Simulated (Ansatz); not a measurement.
# H5NOSSi: small, medium and large basis sets

An exercise on one series of results from a longer session: the logs are not shown, and one member is left open.

Method: one geometry, several basis sets; program: Ansatz 0.2.0, Gaussian basis.

Levels to be run: PBE0-D4/def2-SVP; ωB97M-V/def2-SVP; PBE0-D4/def2-QZVPP; ωB97M-V/def2-QZVPP; the functionals' def2-TZVPP values are taken from earlier runs.

**The relaxed structure**

All runs share one geometry, relaxed beforehand with PBE0-D4 in a triple-zeta def2 set.

SMILES `N[SiH](O)S`, 9 atoms, charge 0, spin multiplicity 1.

Atoms are counted from 1 here; the program's logs count them from 0.

Bond lengths: N1–Si2 1.696 Å, N1–H5 1.007 Å, N1–H6 1.007 Å, Si2–O3 1.644 Å, Si2–S4 2.137 Å, Si2–H7 1.483 Å, O3–H8 0.959 Å, S4–H9 1.344 Å. Angles: Si2–N1–H5 120.6°, Si2–N1–H6 120.9°, H5–N1–H6 112.1°, N1–Si2–O3 112.5°, N1–Si2–S4 110.0°, N1–Si2–H7 106.9°, O3–Si2–S4 105.1°, O3–Si2–H7 110.7°, S4–Si2–H7 111.7°, Si2–O3–H8 117.6°, Si2–S4–H9 94.0°.

Set-up of the first run:

The input, in.yaml:

```yaml
crystal:
  periodic: [false, false, false]
  atoms:
    - {symbol: N, position_ang: [-0.393010, 0.535022, -1.267667]}
    - {symbol: Si, position_ang: [0.340143, -0.084498, 0.130100]}
    - {symbol: O, position_ang: [0.626685, -1.700255, 0.026324]}
    - {symbol: S, position_ang: [-0.967405, 0.144035, 1.805214]}
    - {symbol: H, position_ang: [0.158277, 0.759381, -2.080155]}
    - {symbol: H, position_ang: [-1.339440, 0.288762, -1.507868]}
    - {symbol: H, position_ang: [1.608409, 0.661215, 0.319458]}
    - {symbol: H, position_ang: [0.997220, -2.136602, 0.795562]}
    - {symbol: H, position_ang: [-0.942379, 1.486640, 1.761832]}
basis:
  gaussian: {orbitals: def2-SVP}
hamiltonian: {xc: pbe0, dispersion: d4}
output: {orbitals: {seedname: orbitals}}
```

The run is started by

```sh
> ansatz run in.yaml --threads 2 --pin off --events-out ev --progress --plain --max-ram 4352MiB
```

Steps of the session up to this table: PBE0-D4 in def2-SVP; ωB97M-V in def2-SVP; PBE0-D4 in def2-QZVPP; ωB97M-V in def2-QZVPP.

One of the session's tables, all rows but one given; the rest of the session is left out.

It belongs to the step «Density functionals: the series». 

| functional | basis | HOMO (eV) | LUMO (eV) |
| --- | --- | --- | --- |
| PBE0-D4 | def2-SVP | ? | ? |
| PBE0-D4 | def2-TZVPP | -7.39 | 0.47 |
| PBE0-D4 | def2-QZVPP | -7.44 | 0.17 |
| ωB97M-V | def2-SVP | -9.37 | 2.93 |
| ωB97M-V | def2-TZVPP | -9.61 | 2.12 |
| ωB97M-V | def2-QZVPP | -9.66 | 1.52 |

Q: Estimate the row for PBE0-D4, def2-SVP from the others.

**Answer.** HOMO (eV): -7.19; LUMO (eV): 1.05. In the column «HOMO (eV)» it is the highest.
